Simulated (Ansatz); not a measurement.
**ScAg4 (element-swapped structure): how the settings move a single-point run**

Aim: see which settings change the result for ScAg4 (element-swapped structure), by how much, and at what cost.

Computed with Ansatz 0.2.0 (reference: DFT r2SCAN, plane waves, PAW, scalar-relativistic, no spin polarisation, unless a step's input says otherwise).

1 further run of the same task is left out (set aside as unsound or not needed).

## Step 1: Starting point

The structure is tetragonal, space group I4_1/amd (No. 141). Conventional cell: a = 7.554 Å, b = 7.554 Å, c = 6.828 Å, α = 90.00°, β = 90.00°, γ = 90.00°. Around Sc (site symmetry -4m2) lie 8 Ag at 2.39 to 2.67 Å. Ag (site symmetry m) has 2 Sc at 2.39 to 2.67 Å as nearest neighbours.

As a file:

```
CELL_PARAMETERS angstrom
-3.77697 3.77697 3.41392
3.77697 -3.77697 3.41392
3.77697 3.77697 -3.41392
ATOMIC_POSITIONS crystal
Sc 0.12500 0.87500 0.25000
Sc 0.87500 0.12500 0.75000
Ag 0.35400 0.79600 0.55800
Ag 0.79600 0.73800 0.44200
Ag 0.73800 0.79600 0.94200
Ag 0.79600 0.35400 0.05800
Ag 0.64600 0.20400 0.44200
Ag 0.20400 0.64600 0.94200
Ag 0.26200 0.20400 0.05800
Ag 0.20400 0.26200 0.55800
```

## Step 2: The reference run

input.yaml reads:

```yaml
crystal:
  lattice:
    - [-3.776969, 3.776969, 3.413922]
    - [3.776969, -3.776969, 3.413922]
    - [3.776969, 3.776969, -3.413922]
  atoms:
    - { symbol: Sc, position: [0.125, 0.875, 0.25] }
    - { symbol: Sc, position: [0.875, 0.125, 0.75] }
    - { symbol: Ag, position: [0.354, 0.796, 0.558] }
    - { symbol: Ag, position: [0.796, 0.738, 0.442] }
    - { symbol: Ag, position: [0.738, 0.796, 0.942] }
    - { symbol: Ag, position: [0.796, 0.354, 0.058] }
    - { symbol: Ag, position: [0.646, 0.204, 0.442] }
    - { symbol: Ag, position: [0.204, 0.646, 0.942] }
    - { symbol: Ag, position: [0.262, 0.204, 0.058] }
    - { symbol: Ag, position: [0.204, 0.262, 0.558] }
  symmetry: { tolerance: 0.0003 }
kpoints:
  mp_grid: { grid: [4, 4, 4], shift: [0, 0, 0] }
magnetization:
  spin_polarized: false
scf:
  occupations: { method: tetrahedron }
hamiltonian:
  pseudopotentials: { kind: paw }
  xc: r2scan
basis:
  ecutwfc: 500
output:
  forces: true
  stress: true
  eigenvalues: true
  write_density: true
  write_potential: true
  elf: true
  volumetric_format: npy
```

Started as:

```console
> ansatz run input.yaml --threads 1 --pin off --max-ram 2560MiB --backend cpu --events-out ev --progress --plain --runs-dir out
```

## Step 3: Variant: ecutwfc 600 eV

input.yaml: that of step 2 with these lines changed.

```diff
@@ -27,3 +27,3 @@
 basis:
-  ecutwfc: 500
+  ecutwfc: "600 eV"
 output:
@@ -32,5 +32 @@
   eigenvalues: true
-  write_density: true
-  write_potential: true
-  elf: true
-  volumetric_format: npy
```

## Step 4: Variant: mp_grid.grid [3, 3, 3]

input.yaml: that of step 2 with these lines changed.

```diff
@@ -18,3 +18,3 @@
 kpoints:
-  mp_grid: { grid: [4, 4, 4], shift: [0, 0, 0] }
+  mp_grid: { grid: [3, 3, 3], shift: [0, 0, 0] }
 magnetization:
@@ -32,5 +32 @@
   eigenvalues: true
-  write_density: true
-  write_potential: true
-  elf: true
-  volumetric_format: npy
```

## Step 5: Changing settings: symmetry.detect false, hubbard.sites [{species: Sc, l: d, u_eff: 5.0}], hubbard.double_counting amf, tolerance left out

input.yaml: that of step 2 with these lines changed.

```diff
@@ -16,3 +16,3 @@
     - { symbol: Ag, position: [0.204, 0.262, 0.558] }
-  symmetry: { tolerance: 0.0003 }
+  symmetry: { detect: false }
 kpoints:
@@ -26,2 +26,3 @@
   xc: r2scan
+  hubbard: { sites: [{ species: Sc, l: d, u_eff: 5.0 }], double_counting: amf }
 basis:
@@ -32,5 +33 @@
   eigenvalues: true
-  write_density: true
-  write_potential: true
-  elf: true
-  volumetric_format: npy
```

Before running it: what results should come out? Wanted: for each run, ending; energy change; pressure; gap; force.

The runs gave:

| run | ending | energy change | pressure (GPa) | gap (eV) | force (eV/Å) | cycles | time |
| --- | --- | --- | --- | --- | --- | --- | --- |
| reference | converged | 0 | 12.7 | 0.00 | 2.60 | 9 | 41 s |
| 1: ecutwfc 600 eV | converged | -1.4 meV/atom | 12.7 | 0.00 | 2.60 | 9 | 50 s |
| 2: mp_grid.grid [3, 3, 3] | converged | -18.0 meV/atom | 12.2 | 0.00 | 2.59 | 9 | 19 s |
| 3: symmetry.detect false, hubbard.sites [{species: Sc, l: d, u_eff: 5.0}], hubbard.double_counting amf, tolerance left out | converged | -33.1 meV/atom (U changed: no physical gain or loss) | 13.6 | 0.00 | 2.77 | 12 | 3.1 min |

Times don't compare one to one where runs were asked for different outputs or read a saved state (see the inputs); cycles may leave out searches for a lower state.

Residual by cycle in the longest SCF loop of each run; runs are numbered as in the table. The quantity is the density residual dr2, in eV.

```csv
cycle,reference,run 1,run 2,run 3
1,0.289,0.29,0.294,81.3
2,0.0523,0.0526,0.051,2.85
3,0.0083,0.00827,0.00657,1.54
4,0.00109,0.0011,8.9e-4,0.462
5,2.0e-4,2.0e-4,1.6e-4,0.118
6,2.6e-5,2.6e-5,2.1e-5,0.0106
7,3.2e-6,3.3e-6,3.0e-6,6.1e-4
8,1.5e-7,1.5e-7,1.2e-7,8.1e-5
9,9.0e-9,9.0e-9,7.0e-9,1.7e-5
10,-,-,-,1.4e-6
11,-,-,-,1.7e-7
12,-,-,-,1.8e-8
```

**Reading.** Of the converged runs whose energies compare with the reference's, «mp_grid.grid [3, 3, 3]» moves the energy most (-18.0 meV/atom). A changed U is a change of model: its shifts are not errors of convergence. Of the variants the dearest is «symmetry.detect false, hubbard.sites [{species: Sc, l: d, u_eff: 5.0}], hubbard.double_counting amf, tolerance left out» (3.1 min), the cheapest «mp_grid.grid [3, 3, 3]» (19 s), on a shared host. The structure is not at rest: the sound run finds 13 GPa, so these are no properties of the relaxed crystal. 

Caveats on the reference run: its mesh is coarse for a cell with so small a gap or none; the structure is made up and not relaxed.
